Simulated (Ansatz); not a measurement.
**CH6NSbTe: small, medium and large basis sets**

Aim: see how fast density functionals converge with the basis set for CH6NSbTe.

Program: Ansatz 0.2.0, Gaussian basis. Level of theory: one geometry, several basis sets. These are calculated values, not measurements.

The runs, in order: PBE0-D4/def2-SVP; ωB97M-V/def2-SVP; PBE0-D4/def2-QZVPP; ωB97M-V/def2-QZVPP; the functionals' def2-TZVPP values are taken from earlier runs.

## Step 1: The relaxed structure

An earlier PBE0-D4 in a triple-zeta def2 set relaxation fixed the geometry. Sb, Te take the def2 core potential; no spin-orbit term is included.

SMILES `N[CH2][SbH][TeH]`, 10 atoms, charge 0, spin multiplicity 1.

Atoms are counted from 1 here; the program's logs count them from 0.

Bond lengths: N1–C2 1.434 Å, N1–H5 1.014 Å, N1–H6 1.012 Å, C2–Sb3 2.219 Å, C2–H7 1.092 Å, C2–H8 1.090 Å, Sb3–Te4 2.763 Å, Sb3–H9 1.713 Å, Te4–H10 1.660 Å. Angles: C2–N1–H5 111.2°, C2–N1–H6 112.2°, H5–N1–H6 107.8°, N1–C2–Sb3 115.1°, N1–C2–H7 110.2°, N1–C2–H8 110.2°, Sb3–C2–H7 106.3°, Sb3–C2–H8 106.7°, H7–C2–H8 107.9°, C2–Sb3–Te4 93.8°, C2–Sb3–H9 95.1°, Te4–Sb3–H9 94.5°, Sb3–Te4–H10 93.9°.

Coordinates:

```xyz
10
charge 0, multiplicity 1
N    -0.7213    1.4955    0.1625
C     0.5375    0.8224    0.0209
Sb    0.7279   -1.0706    1.1624
Te   -1.3637   -2.2967   -0.1633
H    -1.4914    0.8929   -0.1066
H    -0.8861    1.8033    1.1119
H     1.3505    1.4682    0.3592
H     0.7187    0.5775   -1.0258
H     1.9390   -1.7367    0.1507
H    -0.7282   -2.0070   -1.6690
```

## Step 2: PBE0-D4 in def2-SVP

in.yaml reads:

```yaml
crystal:
  periodic: [false, false, false]
  atoms:
    - {symbol: N, position_ang: [-0.721306, 1.495503, 0.162462]}
    - {symbol: C, position_ang: [0.537543, 0.822413, 0.020906]}
    - {symbol: Sb, position_ang: [0.727908, -1.070619, 1.162375]}
    - {symbol: Te, position_ang: [-1.363686, -2.296722, -0.163319]}
    - {symbol: H, position_ang: [-1.491443, 0.892906, -0.106625]}
    - {symbol: H, position_ang: [-0.886114, 1.803296, 1.111944]}
    - {symbol: H, position_ang: [1.350500, 1.468239, 0.359178]}
    - {symbol: H, position_ang: [0.718658, 0.577507, -1.025767]}
    - {symbol: H, position_ang: [1.939005, -1.736652, 0.150694]}
    - {symbol: H, position_ang: [-0.728165, -2.006973, -1.669047]}
basis:
  gaussian: {orbitals: def2-SVP}
hamiltonian: {xc: pbe0, dispersion: d4}
output: {orbitals: {seedname: orbitals}}
```

Command:

```bash
ansatz run in.yaml --threads 4 --pin off --events-out ev --progress --plain --max-ram 10444MiB
```

After this run come: ωB97M-V in def2-SVP; PBE0-D4 in def2-QZVPP; ωB97M-V in def2-QZVPP.

**Question.** What will the summary of the whole plan be? Wanted: PBE0-D4: double and triple zeta above quadruple; ωB97M-V: double and triple zeta above quadruple.

The runs gave:

| quantity | value |
| --- | --- |
| PBE0-D4: double and triple zeta above quadruple | 3.86, 0.27 eV |
| ωB97M-V: double and triple zeta above quadruple | 4.08, 0.27 eV |

**Reading.** PBE0-D4 gains 3.60 eV from double to triple zeta, then 0.27 eV more. These are total energies; as a rule much of such shifts cancels in differences, which this series doesn't test.
